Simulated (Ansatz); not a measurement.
# TlCrTe2: the cost of one run

Computed with Ansatz 0.2.0 (DFT PBEsol+U (U_eff = 5 eV on Cr d), plane waves, PAW, no spin–orbit coupling unless a run says so, unless a step's input says otherwise).

### Step 1. The system as given

Symmetry: P-3m1, No. 164, trigonal system. The conventional cell has a = 4.110 Å, b = 4.110 Å, c = 7.949 Å, α = 90.00°, β = 90.00°, γ = 120.00°. Cr (site symmetry -3m) has 6 Te at 2.78 Å in its first shell of neighbours. Te (site symmetry 3m) is surrounded by 3 Cr at 2.78 Å and 3 Tl at 3.46 Å. Around Tl (site symmetry -3m) lie 6 Te at 3.46 Å and 2 Cr at 3.97 Å.

Structure file:

```cif
data_structure
_symmetry_space_group_name_H-M 'P-3m1'
_symmetry_Int_Tables_number 164
_cell_length_a 4.1098
_cell_length_b 4.1098
_cell_length_c 7.9489
_cell_angle_alpha 90.000
_cell_angle_beta 90.000
_cell_angle_gamma 120.000
_cell_volume 116.27
loop_
_atom_site_label
_atom_site_type_symbol
_atom_site_symmetry_multiplicity
_atom_site_Wyckoff_symbol
_atom_site_fract_x
_atom_site_fract_y
_atom_site_fract_z
_atom_site_occupancy
Cr1 Cr 1 b 0.00000 0.00000 0.50000 1
Te1 Te 2 d 0.66667 0.33333 0.68330 1
Tl1 Tl 1 a 0.00000 0.00000 0.00000 1
```

An earlier series on this cell reached its lowest free state from «ferromagnetic start, free, symmetry kept, no search», perhaps among other starts.

### Step 2. Spin-orbit coupling, direction held

Contents of input.yaml:

```yaml
crystal:
  lattice:
    - [4.10983338, 0.0, 0.0]
    - [-2.05491669, 3.55922011, 0.0]
    - [0.0, 0.0, 7.94888413]
  atoms:
    - { symbol: Cr, position: [0.0, 0.0, 0.5], spin: 3.0, spin_axis: [0.0, 0.0, 1.0] }
    - { symbol: Te, position: [0.6666666667, 0.3333333333, 0.68330262] }
    - { symbol: Te, position: [0.3333333333, 0.6666666667, 0.31669738] }
    - { symbol: Tl, position: [0.0, 0.0, 0.0] }
basis:
  ecutwfc: 420
  ecutrho_ratio: 4
kpoints:
  mp_grid: { grid: [5, 5, 3] }
hamiltonian:
  xc: pbesol
  hubbard:
    sites:
      - { site: 0, l: d, u_eff: 5.0, starting_ns: [{ occupation_matrix: s0 }] }
    occupation_matrices:
      s0:
        spinor_matrix:
          - [[0.97, 0.0], [0.0, 0.0], [0.0, 0.0], [0.0, 0.0], [0.0, 0.0], [0.0, 0.0], [0.0, 0.0], [0.0, 0.0], [0.0, 0.0], [0.0, 0.0]]
          - [[0.0, 0.0], [0.35872, 0.0], [0.0, 0.0], [0.0, 0.0], [0.45503, 0.0], [0.0, 0.0], [0.0, 0.0], [0.0, 0.0], [0.0, 0.0], [0.0, 0.0]]
          - [[0.0, 0.0], [0.0, 0.0], [0.35872, 0.0], [0.45503, 0.0], [0.0, 0.0], [0.0, 0.0], [0.0, 0.0], [0.0, 0.0], [0.0, 0.0], [0.0, 0.0]]
          - [[0.0, 0.0], [0.0, 0.0], [0.45503, 0.0], [0.63128, 0.0], [0.0, 0.0], [0.0, 0.0], [0.0, 0.0], [0.0, 0.0], [0.0, 0.0], [0.0, 0.0]]
          - [[0.0, 0.0], [0.45503, 0.0], [0.0, 0.0], [0.0, 0.0], [0.63128, 0.0], [0.0, 0.0], [0.0, 0.0], [0.0, 0.0], [0.0, 0.0], [0.0, 0.0]]
          - [[0.0, 0.0], [0.0, 0.0], [0.0, 0.0], [0.0, 0.0], [0.0, 0.0], [0.02, 0.0], [0.0, 0.0], [0.0, 0.0], [0.0, 0.0], [0.0, 0.0]]
          - [[0.0, 0.0], [0.0, 0.0], [0.0, 0.0], [0.0, 0.0], [0.0, 0.0], [0.0, 0.0], [0.02, 0.0], [0.0, 0.0], [0.0, 0.0], [0.0, 0.0]]
          - [[0.0, 0.0], [0.0, 0.0], [0.0, 0.0], [0.0, 0.0], [0.0, 0.0], [0.0, 0.0], [0.0, 0.0], [0.02, 0.0], [0.0, 0.0], [0.0, 0.0]]
          - [[0.0, 0.0], [0.0, 0.0], [0.0, 0.0], [0.0, 0.0], [0.0, 0.0], [0.0, 0.0], [0.0, 0.0], [0.0, 0.0], [0.02, 0.0], [0.0, 0.0]]
          - [[0.0, 0.0], [0.0, 0.0], [0.0, 0.0], [0.0, 0.0], [0.0, 0.0], [0.0, 0.0], [0.0, 0.0], [0.0, 0.0], [0.0, 0.0], [0.02, 0.0]]
    ns_hold: { iters: 8 }
scf:
  occupations: { method: gaussian, width: 0.05 }
  lower_state_search: "off"
  max_iter: 150
output:
  forces: true
  stress: true
  eigenvalues: true
  populations: true
  hubbard: { sites: [{ site: 0, l: d }] }
magnetization:
  noncollinear: true
  spin_orbit: true
  spin_locking: { lock_directions: true }
```

The typed matrices put 0.97 on the chosen orbitals and 0.02 on the others, and are held for 8 cycles. The lock stays on to the end, so the result is a constrained state unless its moments die out. This run includes spin–orbit coupling.

Started as:

```console
$ ansatz run input.yaml --threads 2 --pin off --max-ram 3072MiB --backend cpu --events-out ev --progress --plain --runs-dir out
```

**Question.** How long does this run take on 2 threads of Arm Neoverse N1, shared host, and how much memory does it need?

About 2.4 min, with a peak of 0.96 GiB.
